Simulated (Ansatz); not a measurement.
KCuCl₃, space group Pm-3m, a scan of the Hubbard U

Program: the Ansatz DFT code, driven from Python.

Script `plus_u_kcucl3.py`:
```python
# -*- coding: utf-8 -*-
"""DFT+U scan for KCuCl3."""

import ansatz as az
import numpy as np


def count_gap(report):
    # lowest empty less highest filled band, counting bands; zero where they overlap
    return max(report.get("gap_by_band_count_ev") or 0.0, 0.0)

lattice = az.Lattice.of(
    (4.798052, 0.0, 0.0),
    (0.0, 4.798052, 0.0),
    (0.0, 0.0, 4.798052),
)
sites = [
    ("K", (0.0, 0.0, 0.0)),
    ("Cu", (0.5, 0.5, 0.5)),
    ("Cl", (0.0, 0.5, 0.5)),
    ("Cl", (0.5, 0.0, 0.5)),
    ("Cl", (0.5, 0.5, 0.0)),
]
xtal = az.Crystal(lattice=lattice)
for symbol, position in sites:
    xtal = xtal.atom(symbol, position)

base = (
    xtal.calculation()
    .functional("PBEsol")
    .kpoints(mesh=(6, 6, 6), center="gamma")
    .occupations(az.OccupationsMethod.GAUSSIAN, width=0.2)
    .mixing("anderson", beta=0.1)
    .scf(tolerance=1e-06)
    .band_table()
)
rows = []
for u in [2.0, 4.0, 6.0, 8.0]:
    report = base.hubbard("Cu", "d", u_eff=u).run(threads=1, pin="off").report
    shell = report["hubbard"]["n_scf"]
    rows.append((u, count_gap(report), sum(shell) / len(shell), report["n_iterations"]))
lines = [",".join(["U_eff eV", "gap by band count eV", "Cu d occupation (projector)", "iterations"])] + [",".join(f"{v:.4f}" if isinstance(v, float) else str(v) for v in row) for row in rows]
print("\n".join(lines))
with open("plus_u.csv", "w") as handle:
    handle.write("\n".join(lines) + "\n")
```

```console
$ python plus_u_kcucl3.py
DeckWarning: basis.ecutwfc = 420 eV, auto-derived from the records' recommended cutoffs: set by K (normal level)
U_eff eV,gap by band count eV,Cu d occupation (projector),iterations
2.0000,0.0000,9.5765,17
4.0000,0.0000,9.6302,19
6.0000,0.0000,9.6819,20
8.0000,0.0000,9.7298,22
```
(Warnings from the package without file and line.)

Caveats:
- The cell holds an odd number of electrons and is run without spin, so a magnetic state may lie lower.
- U, its shell and the double counting are chosen to explore, and aren't derived for this compound.
- For a metal this k-point mesh is coarse: on a finer one energies can move by several to tens of meV an atom and pressures by half a GPa or more, differences at one mesh by less.
- A gap by band count of zero or less means overlapping bands, a metal, and at an odd count of electrons it is no gap at all.
- A Hubbard U without spin forces both spins into the same orbitals, which can open a gap or pick a state that a spin-polarised run wouldn't.
- The structure comes from a database of computed cells and needn't be a stable or known phase.
- Levels are Kohn-Sham eigenvalues on this mesh.
- Shell occupations and the effect of U depend on the projectors; a run with no .spin step is spin-unpolarised, and each U may end in a state that isn't the lowest.
- It ran for 29 s on 1 thread of Arm Neoverse V2 (shared host), peak memory 0.46 GiB.
